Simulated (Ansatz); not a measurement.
# H₅N₂O₂V: how energies converge with the basis set

One table from this session's results is given with a row withheld; the runs are named, their logs left out.

Method: one geometry, several basis sets; program: Ansatz 0.2.0, Gaussian basis.

The runs, in order: PBE0-D4/def2-SVP; ωB97M-V/def2-SVP; PBE0-D4/def2-QZVPP; ωB97M-V/def2-QZVPP; the functionals' def2-TZVPP values are taken from earlier runs.

### The relaxed structure

The geometry comes from an earlier relaxation with PBE0-D4 in a triple-zeta def2 set; it is a stationary point, not always the lowest conformer.

SMILES `[NH]=[V]([NH2])([OH])[OH]`, 10 atoms, charge 0, spin multiplicity 1.

Atoms are counted from 1 here; the program's logs count them from 0.

Bond lengths: N1–V2 1.607 Å, N1–H6 1.010 Å, V2–N3 1.828 Å, V2–O4 1.778 Å, V2–O5 1.778 Å, N3–H7 1.011 Å, N3–H8 1.006 Å, O4–H9 0.958 Å, O5–H10 0.958 Å. Angles: V2–N1–H6 175.8°, N1–V2–N3 104.1°, N1–V2–O4 111.4°, N1–V2–O5 111.4°, N3–V2–O4 110.7°, N3–V2–O5 110.7°, O4–V2–O5 108.5°, V2–N3–H7 120.6°, V2–N3–H8 127.2°, H7–N3–H8 112.1°, V2–O4–H9 123.2°, V2–O5–H10 123.2°.

Set-up of the first run:

The input, in.yaml:

```yaml
crystal:
  periodic: [false, false, false]
  atoms:
    - {symbol: N, position_ang: [-1.106295, 0.505557, -0.902980]}
    - {symbol: V, position_ang: [0.070168, 0.208235, 0.151201]}
    - {symbol: N, position_ang: [0.502591, -1.542931, -0.145777]}
    - {symbol: O, position_ang: [-0.482825, 0.443638, 1.824334]}
    - {symbol: O, position_ang: [1.475928, 1.259159, -0.131704]}
    - {symbol: H, position_ang: [-1.848097, 0.760763, -1.539476]}
    - {symbol: H, position_ang: [1.229360, -1.992708, 0.394533]}
    - {symbol: H, position_ang: [0.089773, -2.165972, -0.818772]}
    - {symbol: H, position_ang: [-1.395243, 0.624213, 2.055292]}
    - {symbol: H, position_ang: [1.547842, 1.848844, -0.883749]}
basis:
  gaussian: {orbitals: def2-SVP}
hamiltonian: {xc: pbe0, dispersion: d4}
output: {orbitals: {seedname: orbitals}}
```

On the command line:

```
$ ansatz run in.yaml --threads 2 --pin off --events-out ev --progress --plain --max-ram 32768MiB --backend cpu
```

Among the steps run: PBE0-D4 in def2-SVP; ωB97M-V in def2-SVP; PBE0-D4 in def2-QZVPP; ωB97M-V in def2-QZVPP.

One table of the session follows, with a row left open; its other results are not shown here.

It belongs to the step «Functionals by basis». 

| functional | basis | HOMO (eV) |
| --- | --- | --- |
| PBE0-D4 | def2-SVP | -6.99 |
| PBE0-D4 | def2-TZVPP | ? |
| PBE0-D4 | def2-QZVPP | -7.38 |
| ωB97M-V | def2-SVP | -9.28 |
| ωB97M-V | def2-TZVPP | -9.64 |
| ωB97M-V | def2-QZVPP | -9.69 |

Q: Estimate the row for PBE0-D4, def2-TZVPP from the others.

The run gave: HOMO (eV): -7.33. In the column «HOMO (eV)» it lies between PBE0-D4, def2-QZVPP (-7.38) and PBE0-D4, def2-SVP (-6.99).
